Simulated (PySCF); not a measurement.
# C3H10OSi2: a tour of settings

Which settings matter for C3H10OSi2 (`C=CO[SiH2]C[SiH3]`)?

The runs use PySCF 2.14.0, with density-fitted response routines of our own; the level of theory stands in each step. All values are computed, except where a source is named. Atoms count from 0, in the outputs and in this text.

### Step 1. Starting geometry

16 atoms, charge 0, multiplicity 1; geometry from: GFN2-xTB.

Bonds of the start (Å): C0–C1 1.32, C1–O2 1.34, O2–Si3 1.63, Si3–C4 1.89, C4–Si5 1.90, C0–H6 1.07, C0–H7 1.08, C1–H8 1.08, Si3–H9 1.47, Si3–H10 1.47, C4–H11 1.09, C4–H12 1.09, Si5–H13 1.47, Si5–H14 1.46, Si5–H15 1.47.

### Step 2. NMR shieldings: PBE0/pcSseg-1

Job settings and geometry (Å):

```
{"job": {"kind": "nmr", "xc": "PBE0", "basis": "pcSseg-1"}, "charge": 0, "multiplicity": 1}
C      3.059950    -0.237974     0.450668
C      2.094135     0.559286     0.868651
O      0.870278     0.678504     0.332700
Si     0.170270    -0.034126    -0.957184
C     -1.576883     0.682077    -0.909119
Si    -2.592756     0.244362     0.634294
H      4.008184    -0.263827     0.952635
H      2.926125    -0.882007    -0.399601
H      2.221759     1.213355     1.724639
H      0.174801    -1.494469    -0.820710
H      0.889553     0.326459    -2.186116
H     -2.103898     0.329134    -1.794277
H     -1.524866     1.766736    -1.000925
H     -3.913058     0.878578     0.531017
H     -1.938893     0.719006     1.854227
H     -2.772299    -1.208666     0.707690
```

With the program's defaults for keys left out, this is: GIAO PBE0/pcSseg-1 NMR shielding, non-relativistic, gas phase.

Launch:

```console
$ OMP_NUM_THREADS=1 python probes_run.py task.json out
```

One launch serves the whole session: the jobs run in the order shown.

Standard output:

```text
coarse grid: 13792 points
cycle   1  E = -773.8996029305  dE =  4.895e-01  |g| = 6.709e-01  |ddm| = 3.494e+00
cycle   2  E = -773.8208292511  dE =  7.877e-02  |g| = 9.303e-01  |ddm| = 1.214e+00
cycle   3  E = -773.9849948642  dE = -1.642e-01  |g| = 1.234e-01  |ddm| = 8.156e-01
cycle   4  E = -773.9876564321  dE = -2.662e-03  |g| = 4.693e-02  |ddm| = 1.183e-01
cycle   5  E = -773.9881688347  dE = -5.124e-04  |g| = 1.388e-02  |ddm| = 4.354e-02
cycle   6  E = -773.9882137733  dE = -4.494e-05  |g| = 3.029e-03  |ddm| = 1.206e-02
cycle   7  E = -773.9882159635  dE = -2.190e-06  |g| = 6.207e-04  |ddm| = 2.955e-03
final grid: 122408 points
cycle   8  E = -774.0330448141  dE = -1.742e-05  |g| = 9.337e-03  |ddm| = 1.754e-02
cycle   9  E = -774.0330261735  dE =  1.864e-05  |g| = 1.360e-02  |ddm| = 1.430e-02
cycle  10  E = -774.0330617557  dE = -3.558e-05  |g| = 1.532e-03  |ddm| = 9.283e-03
cycle  11  E = -774.0330622844  dE = -5.286e-07  |g| = 2.609e-04  |ddm| = 1.480e-03
cycle  12  E = -774.0330622986  dE = -1.420e-08  |g| = 9.754e-05  |ddm| = 2.615e-04
cycle  13  E = -774.0330623010  dE = -2.374e-09  |g| = 1.959e-05  |ddm| = 8.382e-05
cycle  14  E = -774.0330623010  dE = -8.117e-11  |g| = 6.434e-06  |ddm| = 1.902e-05
converged SCF energy = -774.0330623010

GIAO shielding tensors (ppm)
atom      isotropic    diamagn.    paramagn.     s11        s22        s33       span
  0 C       92.207     259.177    -166.969     -5.928    119.621    162.929    168.857
  1 C       30.307     245.621    -215.314    -81.141     64.883    107.180    188.321
  2 O      223.731     400.983    -177.252    136.039    229.302    305.852    169.813
  3 Si     373.543     882.826    -509.283    327.128    367.698    425.802     98.674
  4 C      196.192     258.842     -62.650    181.611    196.326    210.638     29.027
  5 Si     424.059     879.755    -455.696    400.689    404.239    467.248     66.558
  6 H       27.318      28.275      -0.957     25.629     26.138     30.186      4.557
  7 H       27.348      33.455      -6.107     24.563     25.537     31.946      7.383
  8 H       25.045      29.128      -4.083     21.376     26.053     27.706      6.330
  9 H       26.642      32.471      -5.830     23.369     25.633     30.923      7.554
 10 H       26.451      31.019      -4.568     22.828     25.131     31.394      8.566
 11 H       32.319      31.042       1.277     26.968     29.123     40.866     13.898
 12 H       31.460      32.064      -0.605     26.977     28.613     38.789     11.813
 13 H       27.581      28.385      -0.804     23.960     25.318     33.466      9.507
 14 H       27.642      29.719      -2.077     23.679     26.917     32.328      8.649
 15 H       27.769      29.476      -1.706     24.494     25.942     32.872      8.378
```

Wall time 77 s (1 thread of Intel Xeon at 2.50GHz, shared host); peak memory 0.74 GiB.

Shifts follow as δ = σ(reference) − σ, with reference shieldings (ppm) from runs at the same level and on the same kind of geometry: 1H TMS 31.72, 13C TMS 186.9, 29Si TMS 349.2, 17O H2O 336.1. The references are single molecules in the gas phase, so shifts against H2O, NH3, PH3, H3PO4 or CFCl3 are not on the usual liquid scales and can be off by tens of ppm. Atoms listed in one row are averaged.

```
        atoms                                                  environment  σ (ppm)  δ (ppm)  δ scaled to CDCl3
           C1                                 alkene carbon bearing oxygen     30.3    156.6              150.9
           C0                β carbon of an enol-ether or enamine type C=C     92.2     94.7               90.5
           C4                                       sp3 CH2 bonded to 2 Si    196.2     -9.3              -11.0
           H8                  hydrogen on an alkene carbon bearing oxygen    25.05     6.67               6.40
      H9, H10                         hydrogen on a silicon bonded to C, O    26.55     5.17                  –
           H6  hydrogen on a β carbon of an enol-ether or enamine type C=C    27.32     4.40               4.25
           H7  hydrogen on a β carbon of an enol-ether or enamine type C=C    27.35     4.37               4.22
H13, H14, H15                            hydrogen on a silicon bonded to C    27.66     4.05                  –
     H11, H12                        hydrogen on an sp3 CH2 bonded to 2 Si    31.89    -0.17              -0.06
           O2                                       oxygen bonded to C, Si    223.7    112.3                  –
          Si3                                  silicon bonded to C, O, 2 H    373.5    -24.4                  –
          Si5                                     silicon bonded to C, 3 H    424.1    -74.9                  –
```

The scaled column applies a straight-line fit of computed shieldings to shifts measured in CDCl3 (root-mean-square error 0.16 ppm for H, 1.9 ppm for C).

The run also stored atomic charges by several schemes (e):

```
atoms  Mulliken    IAO  Hirshfeld  ESP fit
   C0     -0.29  -0.41      -0.15    -0.58
   C1      0.15   0.08       0.04     0.08
   O2     -0.59  -0.58      -0.19    -0.31
  Si3      0.83   1.00       0.40     0.68
   C4     -0.86  -0.84      -0.25    -0.59
  Si5      0.49   0.61       0.31     0.47
```

Mayer bond orders: C0–C1 1.93, C1–O2 1.00, O2–Si3 0.89, Si3–C4 0.94, C4–Si5 0.91.

The fields below are evaluated on a grid from the run's orbitals.

Frontier orbitals at PBE0/pcSseg-1, with the share of their density that lies nearest to each atom:

```
orbital  energy (eV)                                     lies on
   HOMO        -7.03                   C0 39 %; C1 22 %; O2 22 %
   LUMO         0.58  Si3 14 %; H9, H10 about 13 % each; H11 8 %
```

ELF in a plane through or near 7 of the atoms.

Ten even steps from '0' (0.00) to '9' (1.00):
```
0000000000000000000000000000
0000000000000000000000000000
0000000000000000010000000000
0000000000000001787200000000
0000000001100008999710000000
0000000024300008999811320000
0000551036511103999559993000
0003998256535600772169997000
0007999584468710324649998000
0005999446368711683049995000
0001666352158317789535661000
0000014881021737747400000000
0000003880021736779820000000
0000001420177214489970000000
0000000000599941179950000000
0000000000699930026500000000
0000000000158600000000000000
0000000000001000000000000000
0000000000000000000000000000
0000000000000000000000000000
```
The map spans 13.4 Å across and 9.5 Å up, centred on the molecule. Atoms in the plane (x, y in Å): C0 (-3.1, 0.2), Si3 (-0.1, -1.0), Si5 (2.5, 0.8), H6 (-4.1, 0.6), H11 (2.2, -1.6), H13 (3.9, 0.9), H14 (1.8, 2.0).

On the surface of density 0.002 e/bohr³ the electrostatic potential runs, from the 1st to the 99th percentile, from -0.78 V near O2 to 1.17 V near H11.

### Step 3. Ultraviolet spectrum: PBE0/def2-SVPD

The job, as its differences from that of step 2:

```diff
@@ -1,2 +1,2 @@
-{"job": {"kind": "nmr", "xc": "PBE0", "basis": "pcSseg-1"}, "charge": 0, "multiplicity": 1}
+{"job": {"kind": "uv", "xc": "PBE0", "basis": "def2-SVPD", "nstates": 6, "ntriplets": 2}, "charge": 0, "multiplicity": 1}
 C      3.059950    -0.237974     0.450668
```

Level: TDDFT PBE0/def2-SVPD, vertical, gas phase, core orbitals frozen in the response.

Standard output:

```text
coarse grid: 13792 points
cycle   1  E = -773.5745139017  dE =  4.503e-01  |g| = 6.352e-01  |ddm| = 5.112e+00
cycle   2  E = -773.4941144525  dE =  8.040e-02  |g| = 8.986e-01  |ddm| = 1.722e+00
cycle   3  E = -773.6555529388  dE = -1.614e-01  |g| = 1.214e-01  |ddm| = 1.030e+00
cycle   4  E = -773.6582400988  dE = -2.687e-03  |g| = 4.924e-02  |ddm| = 1.788e-01
cycle   5  E = -773.6588299253  dE = -5.898e-04  |g| = 1.329e-02  |ddm| = 6.551e-02
cycle   6  E = -773.6588733491  dE = -4.342e-05  |g| = 2.884e-03  |ddm| = 1.855e-02
cycle   7  E = -773.6588754228  dE = -2.074e-06  |g| = 6.022e-04  |ddm| = 4.678e-03
final grid: 122408 points
cycle   8  E = -773.7636936078  dE = -1.893e-05  |g| = 8.473e-03  |ddm| = 8.871e-02
cycle   9  E = -773.7636770622  dE =  1.655e-05  |g| = 1.241e-02  |ddm| = 2.058e-02
cycle  10  E = -773.7637088797  dE = -3.182e-05  |g| = 1.416e-03  |ddm| = 1.248e-02
cycle  11  E = -773.7637093653  dE = -4.856e-07  |g| = 1.910e-04  |ddm| = 1.715e-03
cycle  12  E = -773.7637093731  dE = -7.855e-09  |g| = 8.894e-05  |ddm| = 3.487e-04
cycle  13  E = -773.7637093752  dE = -2.066e-09  |g| = 1.661e-05  |ddm| = 1.360e-04
cycle  14  E = -773.7637093753  dE = -6.935e-11  |g| = 6.223e-06  |ddm| = 3.598e-05
converged SCF energy = -773.7637093753

Static polarisability (au): isotropic 93.665, principal 78.452 86.643 115.901

Singlet excitations
state   eV       nm        f      main configurations
  1   6.3045    196.7   0.00940   H->L+1 0.61, H->L 0.21, H->L+2 0.14
  2   6.4998    190.8   0.00683   H->L 0.74, H->L+1 0.18
  3   6.9445    178.5   0.06379   H->L+3 0.48, H->L+4 0.18, H->L+2 0.14
  4   7.0236    176.5   0.21748   H->L+2 0.54, H->L+4 0.16, H->L+1 0.13
  5   7.2505    171.0   0.05689   H->L+5 0.36, H->L+4 0.26, H->L+6 0.12
  6   7.4051    167.4   0.00787   H->L+3 0.36, H->L+4 0.35, H->L+5 0.21

Triplet excitations (Tamm-Dancoff, eV): 4.4174 6.1776
```

Run time: 89 s. Hardware: 1 thread of Intel Xeon at 2.50GHz, shared host; peak memory 0.86 GiB.

The orbitals next to the gap, with their largest atomic shares:

```
orbital     eV                        atoms
 HOMO−3  -9.46  Si5 26 %, H14 20 %, O2 18 %
 HOMO−2  -9.12   C4 20 %, Si3 18 %, H9 16 %
 HOMO−1  -8.64  C4 29 %, Si3 18 %, Si5 14 %
   HOMO  -7.05    C0 38 %, C1 26 %, O2 23 %
   LUMO   0.34  Si3 20 %, Si5 19 %, C4 13 %
 LUMO+1   0.45  Si3 22 %, Si5 12 %, C1 12 %
 LUMO+2   0.55    C1 28 %, C0 25 %, O2 10 %
```

With each of the 6 states as a Gaussian band of 0.4 eV half-width at 1/e, the curve within the window shown has maxima at 176 nm (ε 13,000) L/(mol cm). Beyond the last state computed it falls off for lack of states. The curve at chosen wavelengths:

```json
{"nm": "161", "ε (L/mol/cm)": "1367"}
{"nm": "163", "ε (L/mol/cm)": "2454"}
{"nm": "165", "ε (L/mol/cm)": "4005"}
{"nm": "168", "ε (L/mol/cm)": "7066"}
{"nm": "170", "ε (L/mol/cm)": "9283"}
{"nm": "172", "ε (L/mol/cm)": "11252"}
{"nm": "174", "ε (L/mol/cm)": "12628"}
{"nm": "177", "ε (L/mol/cm)": "13098"}
{"nm": "179", "ε (L/mol/cm)": "12324"}
{"nm": "181", "ε (L/mol/cm)": "10889"}
{"nm": "183", "ε (L/mol/cm)": "9083"}
{"nm": "186", "ε (L/mol/cm)": "6306"}
{"nm": "188", "ε (L/mol/cm)": "4707"}
{"nm": "190", "ε (L/mol/cm)": "3423"}
{"nm": "192", "ε (L/mol/cm)": "2459"}
{"nm": "195", "ε (L/mol/cm)": "1509"}
{"nm": "197", "ε (L/mol/cm)": "1112"}
{"nm": "199", "ε (L/mol/cm)": "836"}
{"nm": "201", "ε (L/mol/cm)": "638"}
{"nm": "204", "ε (L/mol/cm)": "429"}
{"nm": "206", "ε (L/mol/cm)": "326"}
{"nm": "208", "ε (L/mol/cm)": "244"}
{"nm": "210", "ε (L/mol/cm)": "179"}
{"nm": "213", "ε (L/mol/cm)": "107"}
{"nm": "215", "ε (L/mol/cm)": "74"}
{"nm": "217", "ε (L/mol/cm)": "50"}
```

Leading natural transition orbitals of singlet state 4: the hole lies on C0 35 %; O2 28 %; C1 18 %; the particle on C1 16 %; H7, H10 about 14 % each; C0 11 %.

Leading natural transition orbitals of singlet state 1: the hole lies on C0 37 %; O2 24 %; C1 21 %; the particle on H9, H10 about 17 % each; Si3 14 %; O2 10 %.

Ground-state properties from the same run:

```
           property  computed
  dipole moment (D)      0.68
polarisability (Å³)     13.88
 HOMO–LUMO gap (eV)      7.39
      −ε(HOMO) (eV)      7.05
```

(Part 1 of 2 ends here.)
